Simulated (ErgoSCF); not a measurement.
**HF/3-21G run of [SnH3]− (SMILES [H][Sn-]([H])[H])**

Aim: the energy change on altering one bond length of [SnH3]− at HF/3-21G, from 2 runs. 

The results are computed with ErgoSCF 3.8.

4 further runs of the same task are left out: 4 set aside as unsound or not needed.

## Step 1: The system as given

[SnH3]−: 4 atoms, total charge -1, spin state singlet. As SMILES, `[H][Sn-]([H])[H]`. The shape comes from GFN2-xTB, which is rough for such elements, and wasn't checked as a minimum.

Bond lengths: Sn1–H2 1.948 Å, Sn1–H3 1.948 Å, Sn1–H4 1.949 Å. Angles: H2–Sn1–H3 93.3°, H2–Sn1–H4 93.4°, H3–Sn1–H4 93.5°.

## Step 2: The energy at HF/3-21G

run.inp reads:

```
# HF on H3Sn
set_nthreads(1)
molecule_inline
Sn    -0.01205645     0.01082813     1.49603948
H      3.09497455    -0.06349480    -0.47554958
H     -1.48694990     2.70705157    -0.52989810
H     -1.59594930    -2.65438490    -0.49059180
EOF
scf.max_number_of_iterations = 80
use_6_d_functions = 1
scf.use_diagonalization = 1
scf.output_mulliken_pop = 1
basis = "3-21G"
spin_polarization = 0
tmpdir = "."
charge = -1
run "HF"
```

The run is started by

```
$ ergo < run.inp
```

Log:

```text
INMA ERGO version 3.8
INMA Sn (charge=50.0) -0.012056 0.010828 1.496039
INMA H (charge=1.0) 3.094975 -0.063495 -0.475550
INMA H (charge=1.0) -1.486950 2.707052 -0.529898
INMA H (charge=1.0) -1.595949 -2.654385 -0.490592
INMA  max_number_of_iterations := 80
INMA  use_6_d_functions := 1
INMA  use_diagonalization := 1
INMA  output_mulliken_pop := 1
INMA  basis := 3-21G
INMA Basis really set to 3-21G
INMA  spin_polarization := 0
INMA  charge := -1
INMA running HF
INMA Running HF
INSC SCF_general constructor, number of basis functions: 39
INSC Min internuclear distance:      3.68053 a.u.  =      1.94765 Angstrom
INSC Max internuclear distance:      5.36269 a.u.  =      2.83781 Angstrom
INSC Euclidean norm of overlap matrix =          4.08903790300  (acc 1.49e-08)
INSC Euclidean norm of invCholFactor after truncation =         28.08405123299
INSC Beginning of SCF cycle 1
INSC nuclearEnergy, energy_2el, energy = 41.307033, 1487.962037, -5251.383241
INSC Energy   1 =      -5251.38324080336
INSC maxabs FDS-SDF is      382
INDE E_HOMO =         -1.83855098216
INDE E_LUMO =         -0.85480210170
INSC Beginning of SCF cycle 2
INSC nuclearEnergy, energy_2el, energy = 41.307033, 2431.833317, -5991.308219
INSC Energy   2 =      -5991.30821885513
INSC maxabs FDS-SDF is    0.311
INSC using DIIS to get combined Fock matrix, number of iters used for DIIS:  2
INDE E_HOMO =          0.47969423080
INDE E_LUMO =          0.50866947631
INSC Beginning of SCF cycle 3
INSC nuclearEnergy, energy_2el, energy = 41.307033, 2271.122301, -5995.937373
INSC Energy   3 =      -5995.93737290642  ( diff     -4.629154051294790 )
INSC maxabs FDS-SDF is    0.621
INSC using DIIS to get combined Fock matrix, number of iters used for DIIS:  3
INDE E_HOMO =          0.17302513552
INDE E_LUMO =          0.34895178970
INSC Beginning of SCF cycle 4
INSC nuclearEnergy, energy_2el, energy = 41.307033, 2321.695918, -5998.316084
INSC Energy   4 =      -5998.31608407106  ( diff     -2.378711164633387 )
INSC maxabs FDS-SDF is    0.062
INSC using DIIS to get combined Fock matrix, number of iters used for DIIS:  4
INDE E_HOMO =         -0.06320492657
INDE E_LUMO =          0.31838867536
INSC Beginning of SCF cycle 5
INSC nuclearEnergy, energy_2el, energy = 41.307033, 2327.738983, -5998.374225
INSC Energy   5 =      -5998.37422494671  ( diff     -0.058140875651588 )
INSC maxabs FDS-SDF is    0.022
INSC using DIIS to get combined Fock matrix, number of iters used for DIIS:  5
INDE E_HOMO =         -0.07480590948
INDE E_LUMO =          0.30949860584
INSC Beginning of SCF cycle 6
INSC nuclearEnergy, energy_2el, energy = 41.307033, 2330.139044, -5998.378825
INSC Energy   6 =      -5998.37882510991  ( diff     -0.004600163205396 )
INSC maxabs FDS-SDF is  0.00175
INSC using DIIS to get combined Fock matrix, number of iters used for DIIS:  6
INDE E_HOMO =         -0.07558594780
INDE E_LUMO =          0.31165014604
INSC Beginning of SCF cycle 7
INSC nuclearEnergy, energy_2el, energy = 41.307033, 2330.149583, -5998.378856
INSC Energy   7 =      -5998.37885556589  ( diff     -0.000030455972592 )
INSC maxabs FDS-SDF is 0.000276
INSC using DIIS to get combined Fock matrix, number of iters used for DIIS:  7
INDE E_HOMO =         -0.07526467092
INDE E_LUMO =          0.31188922201
INSC Beginning of SCF cycle 8
INSC nuclearEnergy, energy_2el, energy = 41.307033, 2330.128608, -5998.378856
INSC Energy   8 =      -5998.37885639247  ( diff     -0.000000826577889 )
INSC maxabs FDS-SDF is  3.4e-05
INSC using DIIS to get combined Fock matrix, number of iters used for DIIS:  8
INDE E_HOMO =         -0.07527234630
INDE E_LUMO =          0.31188064669
INSC Beginning of SCF cycle 9
INSC nuclearEnergy, energy_2el, energy = 41.307033, 2330.128104, -5998.378856
INSC Energy   9 =      -5998.37885640768  ( diff     -0.000000015214937 )
INSC maxabs FDS-SDF is 5.34e-06
INSC using DIIS to get combined Fock matrix, number of iters used for DIIS:  9
INDE E_HOMO =         -0.07527406194
INDE E_LUMO =          0.31188138001
INSC Beginning of SCF cycle 10
INSC nuclearEnergy, energy_2el, energy = 41.307033, 2330.128043, -5998.378856
INSC Energy  10 =      -5998.37885640793  ( diff     -0.000000000246473 )
INSC maxabs FDS-SDF is 5.42e-07
INSC using DIIS to get combined Fock matrix, number of iters used for DIIS: 10
INDE E_HOMO =         -0.07527399475
INDE E_LUMO =          0.31188166571
INSC Beginning of SCF cycle 11
INSC nuclearEnergy, energy_2el, energy = 41.307033, 2330.128033, -5998.378856
INSC Energy  11 =      -5998.37885640795  ( diff     -0.000000000022737 )
INSC maxabs FDS-SDF is 6.84e-08
RESC CONVERGED after  11 iterations.
RESC FINAL ENERGY:      -5998.37885640795
TISC Main SCF loop took      2.67 usr cpu s       0.07 sys cpu s       2.84 wall s
INSC SCF: dipole_moment_x [atomic units] =       0.00607355
INSC SCF: dipole_moment_y [atomic units] =      -0.00523781
INSC SCF: dipole_moment_z [atomic units] =      -0.76491924
INSC Sum of Mulliken charges (electrons):      54.0000000
INSC Mulliken charge of atom 0 =      -0.0570877
INSC Mulliken charge of atom 1 =      -0.3142752
INSC Mulliken charge of atom 2 =      -0.3143076
INSC Mulliken charge of atom 3 =      -0.3143294
INSC Sum of Mulliken atomic charges:      -1.0000000
```

Run time: 3.6 s. Hardware: 1 thread of Arm Neoverse V1, shared host; peak memory 0.26 GiB.

## Step 3: The distorted shape, same level

run.inp reads:

```
# HF on H3Sn
set_nthreads("env")
molecule_inline
Sn 0.06171468 -0.12403028 1.59737227
H  3.16874568 -0.19835321 -0.37421680
H  -1.48694990 2.70705157 -0.52989810
H  -1.52217817 -2.78924332 -0.38925902
EOF
tmpdir = "."
scf.use_diagonalization = 1
charge = -1
basis = "3-21G"
scf.max_number_of_iterations = 80
use_6_d_functions = 1
scf.output_mulliken_pop = 1
run "HF"
```

The run is started by

```
$ ergo run.inp
```

Log:

```text
INMA ERGO version 3.8
INMA reading input from file run.inp
INMA Sn (charge=50.0) 0.061715 -0.124030 1.597372
INMA H (charge=1.0) 3.168746 -0.198353 -0.374217
INMA H (charge=1.0) -1.486950 2.707052 -0.529898
INMA H (charge=1.0) -1.522178 -2.789243 -0.389259
INMA  use_diagonalization := 1
INMA  charge := -1
INMA  basis := 3-21G
INMA Basis really set to 3-21G
INMA  max_number_of_iterations := 80
INMA  use_6_d_functions := 1
INMA  output_mulliken_pop := 1
INMA running HF
INMA Running HF
INSC SCF_general constructor, number of basis functions: 39
INSC Min internuclear distance:      3.68053 a.u.  =      1.94765 Angstrom
INSC Max internuclear distance:      5.49821 a.u.  =      2.90953 Angstrom
INSC Euclidean norm of overlap matrix =          4.07538388051  (acc 1.49e-08)
INSC Euclidean norm of invCholFactor after truncation =         28.08407370217
INSC Beginning of SCF cycle 1
INSC nuclearEnergy, energy_2el, energy = 40.650782, 1486.483812, -5251.133873
INSC Energy   1 =      -5251.13387325246
INSC maxabs FDS-SDF is      382
INDE E_HOMO =         -1.84534722236
INDE E_LUMO =         -0.85983453630
INSC Beginning of SCF cycle 2
INSC nuclearEnergy, energy_2el, energy = 40.650782, 2431.842662, -5991.262202
INSC Energy   2 =      -5991.26220189562
INSC maxabs FDS-SDF is    0.313
INSC using DIIS to get combined Fock matrix, number of iters used for DIIS:  2
INDE E_HOMO =          0.48039722657
INDE E_LUMO =          0.50740294058
INSC Beginning of SCF cycle 3
INSC nuclearEnergy, energy_2el, energy = 40.650782, 2268.808990, -5995.694980
INSC Energy   3 =      -5995.69498023526  ( diff     -4.432778339640208 )
INSC maxabs FDS-SDF is    0.637
INSC using DIIS to get combined Fock matrix, number of iters used for DIIS:  3
INDE E_HOMO =          0.19027642641
INDE E_LUMO =          0.33790714697
INSC Beginning of SCF cycle 4
INSC nuclearEnergy, energy_2el, energy = 40.650782, 2320.516003, -5998.311414
INSC Energy   4 =      -5998.31141355935  ( diff     -2.616433324082209 )
INSC maxabs FDS-SDF is   0.0644
INSC using DIIS to get combined Fock matrix, number of iters used for DIIS:  4
INDE E_HOMO =         -0.06393744966
INDE E_LUMO =          0.31358759438
INSC Beginning of SCF cycle 5
INSC nuclearEnergy, energy_2el, energy = 40.650782, 2326.565126, -5998.368205
INSC Energy   5 =      -5998.36820489865  ( diff     -0.056791339305164 )
INSC maxabs FDS-SDF is   0.0243
INSC using DIIS to get combined Fock matrix, number of iters used for DIIS:  5
INDE E_HOMO =         -0.07641410862
INDE E_LUMO =          0.30315107057
INSC Beginning of SCF cycle 6
INSC nuclearEnergy, energy_2el, energy = 40.650782, 2329.255436, -5998.374231
INSC Energy   6 =      -5998.37423061043  ( diff     -0.006025711776601 )
INSC maxabs FDS-SDF is  0.00189
INSC using DIIS to get combined Fock matrix, number of iters used for DIIS:  6
INDE E_HOMO =         -0.07836510893
INDE E_LUMO =          0.30516320017
INSC Beginning of SCF cycle 7
INSC nuclearEnergy, energy_2el, energy = 40.650782, 2329.299991, -5998.374272
INSC Energy   7 =      -5998.37427215969  ( diff     -0.000041549264097 )
INSC maxabs FDS-SDF is 0.000412
INSC using DIIS to get combined Fock matrix, number of iters used for DIIS:  7
INDE E_HOMO =         -0.07793901355
INDE E_LUMO =          0.30549452309
INSC Beginning of SCF cycle 8
INSC nuclearEnergy, energy_2el, energy = 40.650782, 2329.271269, -5998.374274
INSC Energy   8 =      -5998.37427387705  ( diff     -0.000001717359737 )
INSC maxabs FDS-SDF is 5.15e-05
INSC using DIIS to get combined Fock matrix, number of iters used for DIIS:  8
INDE E_HOMO =         -0.07794945915
INDE E_LUMO =          0.30546477791
INSC Beginning of SCF cycle 9
INSC nuclearEnergy, energy_2el, energy = 40.650782, 2329.270271, -5998.374274
INSC Energy   9 =      -5998.37427393009  ( diff     -0.000000053043550 )
INSC maxabs FDS-SDF is 9.73e-06
INSC using DIIS to get combined Fock matrix, number of iters used for DIIS:  9
INDE E_HOMO =         -0.07795456178
INDE E_LUMO =          0.30546184998
INSC Beginning of SCF cycle 10
INSC nuclearEnergy, energy_2el, energy = 40.650782, 2329.270348, -5998.374274
INSC Energy  10 =      -5998.37427393186  ( diff     -0.000000001769877 )
INSC maxabs FDS-SDF is 1.46e-06
INSC using DIIS to get combined Fock matrix, number of iters used for DIIS: 10
INDE E_HOMO =         -0.07795401038
INDE E_LUMO =          0.30546246852
INSC Beginning of SCF cycle 11
INSC nuclearEnergy, energy_2el, energy = 40.650782, 2329.270340, -5998.374274
INSC Energy  11 =      -5998.37427393191  ( diff     -0.000000000043656 )
INSC maxabs FDS-SDF is 1.76e-07
RESC CONVERGED after  11 iterations.
RESC FINAL ENERGY:      -5998.37427393191
TISC Main SCF loop took      2.65 usr cpu s       0.04 sys cpu s       2.69 wall s
INSC SCF: dipole_moment_x [atomic units] =      -0.00066517
INSC SCF: dipole_moment_y [atomic units] =       0.00740241
INSC SCF: dipole_moment_z [atomic units] =      -0.78242078
INSC Sum of Mulliken charges (electrons):      54.0000000
INSC Mulliken charge of atom 0 =      -0.0552968
INSC Mulliken charge of atom 1 =      -0.3152659
INSC Mulliken charge of atom 2 =      -0.3141064
INSC Mulliken charge of atom 3 =      -0.3153309
INSC Sum of Mulliken atomic charges:      -1.0000000
```

Run time: 3.3 s. Hardware: 1 thread of Arm Neoverse V1, shared host; peak memory 0.26 GiB.

## Step 4: Summary of results

At HF/3-21G:

| quantity | value |
| --- | --- |
| first shape: total energy | -5998.37886 Eh |
| distorted shape: total energy | -5998.37427 Eh |
| energy change with the Sn1–H3 bond stretched from 1.948 to 2.045 Å | 0.125 eV |

**Reading.** With the Sn1–H3 bond stretched from 1.948 to 2.045 Å the energy rises by 0.12 eV (2.9 kcal/mol). The first shape isn't relaxed at this level, so the change isn't measured from a minimum. Relativity is left out (first shape) although the molecule holds a heavy atom. Relativity is left out (distorted shape) although the molecule holds a heavy atom.
